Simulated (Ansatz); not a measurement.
# Er4Br: the cost of one run

Method: DFT PBE, scalar-relativistic, plane waves, PAW; 4f electrons in the core of a trivalent norm-conserving potential, unless a step names another level, in Ansatz 0.2.0.

3 further runs of the same task are left out: 2 that didn't finish, 1 set aside as unsound or not needed. Runs told in other sessions of the task aren't counted.

### 1 The system as given

Symmetry: Cmmm, No. 65, orthorhombic system. The conventional cell has a = 7.967 Å, b = 10.583 Å, c = 3.544 Å, α = 90.00°, β = 90.00°, γ = 90.00°. Er (site symmetry m2m) is surrounded by 1 Br at 2.85 Å. Er (site symmetry 2mm) is surrounded by 2 Br at 2.95 Å and 1 Er at 3.26 Å. Br (site symmetry mmm) is surrounded by 6 Er at 2.85 to 2.95 Å.

Structure file:

```cif
data_structure
_symmetry_space_group_name_H-M 'Cmmm'
_symmetry_Int_Tables_number 65
_cell_length_a 7.9672
_cell_length_b 10.5834
_cell_length_c 3.5437
_cell_angle_alpha 90.000
_cell_angle_beta 90.000
_cell_angle_gamma 90.000
_cell_volume 298.81
loop_
_atom_site_label
_atom_site_type_symbol
_atom_site_symmetry_multiplicity
_atom_site_Wyckoff_symbol
_atom_site_fract_x
_atom_site_fract_y
_atom_site_fract_z
_atom_site_occupancy
Er1 Er 4 j 0.50000 0.73037 0.50000 1
Er2 Er 4 g 0.20474 0.00000 0.00000 1
Br1 Br 2 c 0.50000 0.00000 0.50000 1
```

It came out lowest among 23 distinct ends of the trial cells. At a tolerance of 0.05 Å it has space group Cmmm (No. 65).

### 2 Tight relaxation for the response runs, on the response runs' mesh and smearing

Input file input.yaml:

```yaml
crystal:
  lattice:
    - [3.9836150657, -5.2917048776, 0.0]
    - [3.9836150657, 5.2917048776, 0.0]
    - [0.0, 0.0, 3.5437427818]
  atoms:
    - { symbol: Er, position: [0.7696315901, 0.2303684099, 0.5] }
    - { symbol: Er, position: [0.2047409042, 0.2047409042, 0.0] }
    - { symbol: Er, position: [0.7952590958, 0.7952590958, 0.0] }
    - { symbol: Er, position: [0.2303684099, 0.7696315901, 0.5] }
    - { symbol: Br, position: [0.5, 0.5, 0.5] }
basis:
  ecutwfc: 770
kpoints:
  mp_grid: { grid: [6, 6, 10] }
hamiltonian:
  xc: pbe
  pseudopotentials:
    kind: paw
    azcp: { Er: "pseudopotentials/pbe/nc/lanthanide_3plus/Er.nc.azcp" }
scf:
  occupations: { method: gaussian, width: 0.1 }
output:
  forces: true
  stress: true
  eigenvalues: true
relax:
  adjacent_minimum: "off"
  f_tol: 0.001
  max_steps: 60
  cell: { stress_tol: 0.01 }
```

Started as:

```bash
$ ansatz run input.yaml --threads 3 --pin off --max-ram 8448MiB --backend cpu --events-out ev --progress --plain --runs-dir out
```

Q: Estimate wall time and peak memory on 3 threads of Intel Xeon Platinum 8259CL at 2.50GHz (Skylake/Cascade Lake), shared host.

About 2 min, with a peak of 1.1 GiB.
